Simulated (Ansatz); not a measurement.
# In3GaP4: the cost of one run

Code: Ansatz 0.2.0. PAW datasets, plane waves. Spin-unpolarised throughout. Whether this structure exists isn't addressed.

### Step 1. Starting point

The cell was relaxed beforehand with r2SCAN.

Space group P-4m2 (No. 115), tetragonal; conventional cell a = 4.089 Å, c = 11.633 Å, 24.32 Å³ an atom. Ga has 4 P at 2.41 Å; P has 2 Ga at 2.41 Å and 2 In at 2.55 Å; In has 4 P at 2.54–2.55 Å; P has 4 In at 2.54 Å; In has 4 P at 2.54 Å.

Structure file:

```cif
data_structure
_symmetry_space_group_name_H-M 'P 1'
_symmetry_Int_Tables_number 1
_cell_length_a 4.0893
_cell_length_b 4.0893
_cell_length_c 11.6325
_cell_angle_alpha 90.000
_cell_angle_beta 90.000
_cell_angle_gamma 90.000
_cell_volume 194.53
loop_
_atom_site_label
_atom_site_type_symbol
_atom_site_fract_x
_atom_site_fract_y
_atom_site_fract_z
_atom_site_occupancy
Ga1 Ga 0.00000 0.00000 0.00000 1
P1 P 0.00000 0.50000 0.11009 1
In1 In 0.50000 0.50000 0.24066 1
P2 P 0.50000 0.00000 0.37029 1
In2 In 0.00000 0.00000 0.50000 1
P3 P 0.00000 0.50000 0.62971 1
In3 In 0.50000 0.50000 0.75934 1
P4 P 0.50000 0.00000 0.88991 1
```

### Step 2. Band structure with PBE

input.yaml

```yaml
crystal:
  lattice:
    - [4.0893212642, 0.0, 0.0]
    - [0.0, 4.0893212642, 0.0]
    - [0.0, 0.0, 11.6325111174]
  atoms:
    - { symbol: Ga, position: [0.0, 0.0, 0.0] }
    - { symbol: P, position: [0.0, 0.5, 0.1100860121] }
    - { symbol: In, position: [0.5, 0.5, 0.240662739] }
    - { symbol: P, position: [0.5, 0.0, 0.3702926724] }
    - { symbol: In, position: [0.0, 0.0, 0.5] }
    - { symbol: P, position: [0.0, 0.5, 0.6297073276] }
    - { symbol: In, position: [0.5, 0.5, 0.759337261] }
    - { symbol: P, position: [0.5, 0.0, 0.8899139879] }
kpoints:
  mp_grid: { grid: [6, 6, 2] }
  band_path:
    path:
      - [[0.0, 0.0, 0.0], [-4.76977686943e-51, 0.5, 5.930250726298e-34], [0.5, 0.5, -1.619686549691e-18], [0.0, 0.0, 0.0], [2.32138697758e-36, -4.792618143641e-51, 0.5], [2.32138697758e-36, 0.5, 0.5], [0.5, 0.5, 0.5], [2.32138697758e-36, -4.792618143641e-51, 0.5]]
      - [[-4.76977686943e-51, 0.5, 5.930250726298e-34], [2.32138697758e-36, 0.5, 0.5]]
      - [[0.5, 0.5, -1.619686549691e-18], [0.5, 0.5, 0.5]]
    npoints: 10
hamiltonian:
  xc: pbe
scf:
  occupations: { method: fermi_dirac, width: 0.02 }
  n_extra_bands: 6
output:
  forces: true
  stress: true
  eigenvalues: true
```

Run with:

```bash
$ ansatz run input.yaml --threads 4 --pin off --max-ram 6451MiB --backend cpu --events-out ev --progress --plain --runs-dir out
```

**Question.** How long does this run take on 4 threads of Arm Neoverse V1, shared host, and how much memory does it need?

About 16 s, with a peak of 0.75 GiB.
